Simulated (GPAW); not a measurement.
# VGe3 (Pm-3n) in GPAW: reference runs

Aim: a first look at VGe3 with PBEsol, on the cell as given.

All numbers are computed with GPAW 26.7.0; they aren't measurements. Logs are shortened: lines on timing, memory, paths and dates and some standing lists are left out, and cuts for length are marked. The log counts tension as positive stress, the text compression.

## (1) The structure

Symmetry: Pm-3n, No. 223, cubic system. Conventional cell: a = 4.768 Å, b = 4.768 Å, c = 4.768 Å, α = 90.00°, β = 90.00°, γ = 90.00°. Around Ge (site symmetry -4m2) lie 2 Ge at 2.38 Å and 4 V at 2.67 Å. V (site symmetry m-3) has 12 Ge at 2.67 Å as nearest neighbours.

## (2) Single point, PBEsol, collinear spin, ferromagnetic start

The input, run.py:

```python
from ase import Atoms
from ase.dft.bandgap import bandgap
from ase.io import write
from ase.units import GPa
from gpaw import GPAW, PW, setup_paths

setup_paths.insert(0, '.')

atoms = Atoms(['Ge', 'Ge', 'Ge', 'Ge', 'Ge', 'Ge', 'V', 'V'],
              cell=[[4.768, 0.0, 0.0],
                    [0.0, 4.768, 0.0],
                    [0.0, 0.0, 4.768]],
              scaled_positions=[[0.0, 0.5, 0.25],
                                [0.0, 0.5, 0.75],
                                [0.5, 0.25, 0.0],
                                [0.75, 0.0, 0.5],
                                [0.5, 0.75, 0.0],
                                [0.25, 0.0, 0.5],
                                [0.5, 0.5, 0.5],
                                [0.0, 0.0, 0.0]],
              pbc=True)
atoms.set_initial_magnetic_moments([0.0, 0.0, 0.0, 0.0, 0.0, 0.0, 2.0, 2.0])

calc = GPAW(mode=PW(600),
            xc='PBEsol',
            kpts={'size': (6, 6, 6), 'gamma': True},
            occupations={'name': 'fermi-dirac', 'width': 0.05},
            nbands=47,
            convergence={'density': 1e-05, 'energy': 1e-05},
            maxiter=150,
            txt='gpaw.txt')
atoms.calc = calc
energy = atoms.get_potential_energy()
forces = atoms.get_forces()
stress = atoms.get_stress()
calc.write('gs.gpw')
write('result.traj', atoms)
print(f'Energy: {energy:.6f} eV')
print('Forces (eV/A):')
print(forces.round(4))
print('Stress (GPa):', (stress / GPa).round(3))
print('Moments:', calc.get_magnetic_moments().round(3))
print('Fermi level:', round(calc.get_fermi_level(), 4), 'eV')
print(f'Gap: {bandgap(calc)[0]:.4f} eV, direct: {bandgap(calc, direct=True)[0]:.4f} eV')
```

Potentials or basis: PAW data sets generated in the run's folder for this functional, pw.

The run is started by

```
$ gpaw-setup -f PBEsol Ge V
$ OMP_NUM_THREADS=1 python run.py
```

gpaw.txt:

```text
__  _  _
 | _ |_)|_||  |
 |__||  | ||/\| - 26.7.0

Input parameters:
  mode=PW(ecut=600.0),
  convergence={'density': 1e-05, 'energy': 1e-05},
  kpts=MonkhorstPack(size=(6, 6, 6), gamma=True),
  maxiter=150,
  nbands=47,
  occupations=Occupations(name='fermi-dirac', width=0.05),
  xc=XC(name='PBEsol')

Diagonalizing LCAO Hamiltonian
Converting LCAO to pw mode
    .-----------.
   /|           |
  / |           |
 *Ge|           |
 |  |           |
 |  |   V       |
 |GeGe----Ge----.
 | /     Ge    /
 |/     Ge    /
 V-----------*

Atoms  # Å, Bohr magnetons
|   | symbol |        x |        y |        z |    initial magnetic moments |
|---|--------|----------|----------|----------|-----------------------------|
| 0 |     Ge | 0.000000 | 2.384000 | 1.192000 | ( 0.0000,  0.0000,  0.0000) |
| 1 |     Ge | 0.000000 | 2.384000 | 3.576000 | ( 0.0000,  0.0000,  0.0000) |
| 2 |     Ge | 2.384000 | 1.192000 | 0.000000 | ( 0.0000,  0.0000,  0.0000) |
| 3 |     Ge | 3.576000 | 0.000000 | 2.384000 | ( 0.0000,  0.0000,  0.0000) |
| 4 |     Ge | 2.384000 | 3.576000 | 0.000000 | ( 0.0000,  0.0000,  0.0000) |
| 5 |     Ge | 1.192000 | 0.000000 | 2.384000 | ( 0.0000,  0.0000,  0.0000) |
| 6 |      V | 2.384000 | 2.384000 | 2.384000 | ( 0.0000,  0.0000,  2.0000) |
| 7 |      V | 0.000000 | 0.000000 | 0.000000 | ( 0.0000,  0.0000,  2.0000) |

Unit cell  # Å
| periodic |        x |        y |        z |  lengths |    angles |
|----------|----------|----------|----------|----------|-----------|
|      yes | 4.768000 | 0.000000 | 0.000000 | 4.768000 | 90.000000 |
|      yes | 0.000000 | 4.768000 | 0.000000 | 4.768000 | 90.000000 |
|      yes | 0.000000 | 0.000000 | 4.768000 | 4.768000 | 90.000000 |

Number of symmetries: 24
Symmetry operations  # r_c * U_cc + t_c -> r_c
|    | kind |            matrix            |
|----|------|------------------------------|
|  0 |  E   |  1, 0, 0,  0, 1, 0,  0, 0, 1 |
|  1 |  σ   |  1, 0, 0,  0, 1, 0,  0, 0,-1 |
|  2 |  σ   |  1, 0, 0,  0,-1, 0,  0, 0, 1 |
|  3 |  C2  |  1, 0, 0,  0,-1, 0,  0, 0,-1 |
|  4 |  C3  |  0, 1, 0,  0, 0, 1,  1, 0, 0 |
|  5 |  S6  |  0, 1, 0,  0, 0, 1, -1, 0, 0 |
|  6 |  S6  |  0, 1, 0,  0, 0,-1,  1, 0, 0 |
|  7 |  C3  |  0, 1, 0,  0, 0,-1, -1, 0, 0 |
|  8 |  C3  |  0, 0, 1,  1, 0, 0,  0, 1, 0 |
|  9 |  S6  |  0, 0, 1,  1, 0, 0,  0,-1, 0 |
| 10 |  S6  |  0, 0, 1, -1, 0, 0,  0, 1, 0 |
| 11 |  C3  |  0, 0, 1, -1, 0, 0,  0,-1, 0 |
| 12 |  S6  |  0, 0,-1,  1, 0, 0,  0, 1, 0 |
| 13 |  C3  |  0, 0,-1,  1, 0, 0,  0,-1, 0 |
| 14 |  C3  |  0, 0,-1, -1, 0, 0,  0, 1, 0 |
| 15 |  S6  |  0, 0,-1, -1, 0, 0,  0,-1, 0 |
| 16 |  S6  |  0,-1, 0,  0, 0, 1,  1, 0, 0 |
| 17 |  C3  |  0,-1, 0,  0, 0, 1, -1, 0, 0 |
| 18 |  C3  |  0,-1, 0,  0, 0,-1,  1, 0, 0 |
| 19 |  S6  |  0,-1, 0,  0, 0,-1, -1, 0, 0 |
| 20 |  σ   | -1, 0, 0,  0, 1, 0,  0, 0, 1 |
| 21 |  C2  | -1, 0, 0,  0, 1, 0,  0, 0,-1 |
| 22 |  C2  | -1, 0, 0,  0,-1, 0,  0, 0, 1 |
| 23 |  i   | -1, 0, 0,  0,-1, 0,  0, 0,-1 |

BZ-sampling:
  Number of BZ points: 216
  Number of IBZ points: 24

  Monkhorst-Pack size: [6, 6, 6]
  Monkhorst-Pack shift: [0.08333333333333333, 0.08333333333333333, 0.08333333333333333]

K-points  # in reciprocal-cell coordinates
|     |                                coordinates |     weight |
|-----|--------------------------------------------|------------|
|   0 | (  0.00000000,   0.00000000,   0.00000000) | 0.00462963 |
|   1 | (  0.16666667,   0.00000000,   0.00000000) | 0.02777778 |
|   2 | (  0.16666667,   0.16666667,   0.00000000) | 0.05555556 |
|   3 | (  0.16666667,   0.16666667,   0.16666667) | 0.03703704 |
|   4 | (  0.33333333,   0.00000000,   0.00000000) | 0.02777778 |
|   5 | (  0.33333333,   0.00000000,   0.16666667) | 0.05555556 |
|   6 | (  0.33333333,   0.16666667,   0.00000000) | 0.05555556 |
|   7 | (  0.33333333,   0.16666667,   0.16666667) | 0.11111111 |
|   8 | (  0.33333333,   0.33333333,   0.00000000) | 0.05555556 |
|   9 | (  0.33333333,   0.33333333,   0.16666667) | 0.11111111 |
| ... |                                            |            |
|  23 | (  0.50000000,   0.50000000,   0.50000000) | 0.00462963 |

Plane wave coefficients: 3695
Cutoff: 600.0 eV

Spin-components: 2 (collinear spins)
Bands:           47
Projectors:      42
Spin-degeneracy: 1
Datatype:        complex128

Parallelization:
  kpt:    1
  domain: 1
  band:   1

Density:
  Valence electrons: 50.0
  Components: 2
  Grid points: [27 27 27]
  Charge: 0.0  # |e|

Potential:
  Grid points: [27 27 27]

species:
  Ge:
    name:    Germanium
    Z:       32.0
    valence: 4
    core:    28
    charge:  0.0  # [|e|]
    compensation charges:
      type: gauss
      rc: 0.32  # [Å]
      lmax: 2
    cutoffs:
      filter: 1.77  # [Å]
      core: 3.42  # [Å]
    projectors
    | kind |    occ | energy [eV] | rcut [Å] |
    |------|--------|-------------|----------|
    |   4s |  2.000 |     -11.738 |    1.005 |
    |   4p |  2.000 |      -3.898 |    1.005 |
    |    s |        |      15.473 |    1.005 |
    |    p |        |      23.314 |    1.005 |
    |    d |        |       0.000 |    1.005 |

    Using partial waves for Ge as LCAO basis

  V:
    name:    Vanadium
    Z:       23.0
    valence: 13
    core:    10
    charge:  0.0  # [|e|]
    compensation charges:
      type: gauss
      rc: 0.37  # [Å]
      lmax: 2
    cutoffs:
      filter: 2.14  # [Å]
      core: 0.96  # [Å]
    projectors
    | kind |    occ | energy [eV] | rcut [Å] |
    |------|--------|-------------|----------|
    |   3s |  2.000 |     -70.022 |    1.254 |
    |   4s |  2.000 |      -4.715 |    1.254 |
    |   3p |  6.000 |     -43.949 |    1.281 |
    |   4p |  0.000 |      -1.426 |    1.281 |
    |   3d |  3.000 |      -5.183 |    1.169 |
    |    d |        |      22.028 |    1.169 |

    Using partial waves for V as LCAO basis

Reference energy: -393920.036711  # eV

eigensolver:
  PPCG
  Converge bands: occupied
  niter=2

density mixing:
  MSR1-Mixer
  Pratt-step length: 0.05
  Maximum mixing coefficient: 0.75
  Old densities: 10
  SVD Regularization: 0.005
  Good broyden scale: 1.0
  Trust region scale: 1.0
  Backstep threshold: 4.0
  History deletion threshold: 6.0
  Fourier metric: weight=20.0, sigma=0.015

occupation numbers:
  Fermi-Dirac:
    width: 0.0500  # eV

poisson solver:
  ecut: 4800.0  # eV

xc functional:
  name: PBEsol with 2 nearest neighbor stencil

convergence criteria:
- Maximum integral of absolute [dens]ity change: 1e-05 electrons / valence electron
- Maximum [total energy] change in last 3 cyles: 1e-05 eV / valence electron
- Maximum integral of absolute [eigenst]ate change: 4e-08 eV^2 / valence electron
maximum number of iterations: 150

SCF iterations
|iter     | |      energy | eigst |  dens |  magmom |
|---------|-|-------------|-------|-------|---------|
|iter:   1| |  -46.148880 | +0.47 |       |  +4.0095|
|iter:   2| |  -45.928769 | -1.45 | -0.93 |  +3.9375|
|iter:   3| |  -45.727291 | -2.53 | -1.05 |  +3.7554|
|iter:   4| |  -45.598563 | -2.62 | -1.18 |  +3.3985|
|iter:   5| |  -45.615900 | -2.61 | -1.44 |  +2.9889|
|iter:   6| |  -45.637839 | -3.21 | -1.88 |  +2.7677|
|iter:   7| |  -45.645913 | -3.55 | -2.09 |  +2.7480|
|iter:   8| |  -45.634752 | -3.66 | -2.00 |  +2.6266|
|iter:   9| |  -45.635263 | -4.69 | -2.52 |  +2.5746|
|iter:  10| |  -45.635356 | -5.17 | -2.82 |  +2.5355|
|iter:  11| |  -45.635286c| -6.11 | -3.33 |  +2.5290|
|iter:  12| |  -45.635257c| -6.81 | -3.82 |  +2.5257|
|iter:  13| |  -45.635249c| -7.70c| -4.47 |  +2.5244|
|iter:  14| |  -45.635247c| -8.48c| -5.01c|  +2.5241|

Converged in 14 steps
Energy contributions relative to reference atoms: (reference = -393920.036711)

Energy contributions:
  Kinetic:         147.308469
  Coulomb:        -118.269015
  Zero:              0.229088
  External:          0.000000
  Xc:              -74.882935
  Entropy:          -0.041709
  Spinorbit:         0.000000
  ----------------------------
  Free energy:     -45.656102
  Extrapolated:    -45.635247

dipole moment: (-42.531445, -42.531445, -42.531445)  # |e|*Ang

Total magnetic moment: (0.000000, 0.000000, 2.524069)

Local magnetic moments
|        x |        y |         z |
|----------|----------|-----------|
| 0.000000 | 0.000000 | -0.007802 |  # Ge   0
| 0.000000 | 0.000000 | -0.007802 |  # Ge   1
| 0.000000 | 0.000000 | -0.007802 |  # Ge   2
| 0.000000 | 0.000000 | -0.007802 |  # Ge   3
| 0.000000 | 0.000000 | -0.007802 |  # Ge   4
| 0.000000 | 0.000000 | -0.007802 |  # Ge   5
| 0.000000 | 0.000000 |  1.065620 |  # V    6
| 0.000000 | 0.000000 |  1.065590 |  # V    7

Fermi level: 11.715
Eigenvalues  # (at kpt = [0.000, 0.000, 0.000])
| band index |      eig [eV] | occ [0-1] |      eig [eV] | occ [0-1] |
|------------|---------------|-----------|---------------|-----------|
|          0 |       -52.444 |     1.000 |       -51.400 |     1.000 |
|        ... |               |           |               |           |
|         18 |         8.425 |     1.000 |         8.911 |     1.000 |
|         19 |         8.425 |     1.000 |         8.911 |     1.000 |
|         20 |         9.249 |     1.000 |         9.257 |     1.000 |
|         21 |         9.249 |     1.000 |         9.257 |     1.000 |
|         22 |         9.249 |     1.000 |         9.257 |     1.000 |
|         23 |        10.792 |     1.000 |        11.697 |     0.591 |
[... 8 lines left out ...]
|         32 |        13.262 |     0.000 |        13.871 |     0.000 |
|         33 |        15.910 |     0.000 |        16.700 |     0.000 |
|        ... |               |           |               |           |
|         46 |        22.956 |     0.000 |        23.146 |     0.000 |

No gap
No difference between direct/indirect transitions

Forces  # eV/Ang
|        x |        y |        z |
|----------|----------|----------|
|  0.00000 |  0.00000 |  0.00005 |  # Ge   0
| -0.00000 |  0.00000 | -0.00005 |  # Ge   1
|  0.00000 |  0.00005 |  0.00000 |  # Ge   2
| -0.00005 |  0.00000 |  0.00000 |  # Ge   3
|  0.00000 | -0.00005 |  0.00000 |  # Ge   4
|  0.00005 |  0.00000 |  0.00000 |  # Ge   5
|  0.00000 |  0.00000 |  0.00000 |  # V    6
|  0.00000 |  0.00000 |  0.00000 |  # V    7

Stress tensor  # eV/Ang^3
|         x |         y |         z |
|-----------|-----------|-----------|
| -0.144885 |  0.000000 |  0.000000 |
|  0.000000 | -0.144885 |  0.000000 |
|  0.000000 |  0.000000 | -0.144885 |

# Writing to gs.gpw (mode='')
```

It took 4 min on 1 thread of Arm Neoverse V1, shared host; peak memory 0.34 GiB.

Results:

- Free energy: -45.6561 eV
- Pressure: 23.2 GPa
- Band gap on the k mesh: none (metal or under the smearing width)
- Net moment: 2.52 μB per cell
- Site moments: Ge -0.01; V +1.07 μB

Levels at points of the mesh, in eV from the Fermi level:
Spin up:
```
           k point  band 22  band 23  band 24  band 25  band 26  band 27  band 28  band 29  band 30  band 31
(0.00, 0.00, 0.00)    -2.47    -2.47    -0.92    -0.92    -0.92     0.78     0.78     0.78     1.49     1.49
(0.50, 0.00, 0.00)    -2.22    -0.35    -0.35    -0.29    -0.29     1.17     1.17     1.23     1.23     2.22
(0.50, 0.50, 0.00)    -1.86    -0.74    -0.74    -0.46    -0.29     0.90     1.81     1.89     1.90     1.90
(0.50, 0.50, 0.50)    -0.73    -0.73    -0.73    -0.73    -0.73     2.16     2.16     2.16     2.16     2.16
```
Spin down:
| k point | band 22 | band 23 | band 24 | band 25 | band 26 | band 27 |
| --- | --- | --- | --- | --- | --- | --- |
| (0.00, 0.00, 0.00) | -2.46 | -2.46 | -0.02 | -0.02 | -0.02 | 0.98 |
| (0.50, 0.00, 0.00) | -1.60 | 0.06 | 0.06 | 0.37 | 0.37 | 1.79 |
| (0.50, 0.50, 0.00) | -1.46 | 0.14 | 0.14 | 0.59 | 0.80 | 0.94 |
| (0.50, 0.50, 0.50) | 0.06 | 0.06 | 0.06 | 0.06 | 0.06 | 2.19 |

Caveat: so large a pressure means that the cell lies far from this level's equilibrium, or that cutoff or potentials fall short.
